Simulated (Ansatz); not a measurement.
# CH2FTe: the cost of one run

Program: Ansatz 0.2.0. Level of theory: RKS BHLYP-D4/def2-SVP. These are calculated values, not measurements.

1 further run of the same task is left out (it didn't finish).

### Step 1. Starting point

Bond lengths: F1–C2 1.495 Å, C2–Te3 2.163 Å, C2–H4 1.125 Å, Te3–H5 1.736 Å. Angles: F1–C2–Te3 106.0°, F1–C2–H4 99.5°, Te3–C2–H4 100.7°, C2–Te3–H5 94.5°.

Coordinates:

```xyz
5

F    -1.4426   -0.4851    0.8358
C    -0.4212   -0.6299   -0.2460
Te    1.1639    0.7586    0.2430
H     0.0474   -1.6028    0.0696
H     0.6525    1.9592   -0.9024
```

### Step 2. Relaxing end A

File input.yaml:

```yaml
crystal:
  periodic: [false, false, false]
  atoms:
    - { symbol: F, position_ang: [-1.44261, -0.48508, 0.8358] }
    - { symbol: C, position_ang: [-0.42119, -0.62992, -0.24602] }
    - { symbol: Te, position_ang: [1.1639, 0.75859, 0.243] }
    - { symbol: H, position_ang: [0.04741, -1.60278, 0.06963] }
    - { symbol: H, position_ang: [0.65249, 1.95918, -0.90241] }
total_charge: -1
basis:
  gaussian: { orbitals: def2-SVP }
hamiltonian:
  xc: { name: BHLYP }
  dispersion: d4
relax:
  f_tol: 0.015
  max_steps: 40
```

The run is started by

```console
$ ansatz run input.yaml --threads 1 --pin off --max-ram 2048MiB --backend cpu --events-out ev --progress --plain --runs-dir out
```

**Question.** How long does this run take on 1 thread of Intel Xeon Platinum 8488C (Sapphire Rapids), shared host, and how much memory does it need?

About 22 s, with a peak of 0.14 GiB.
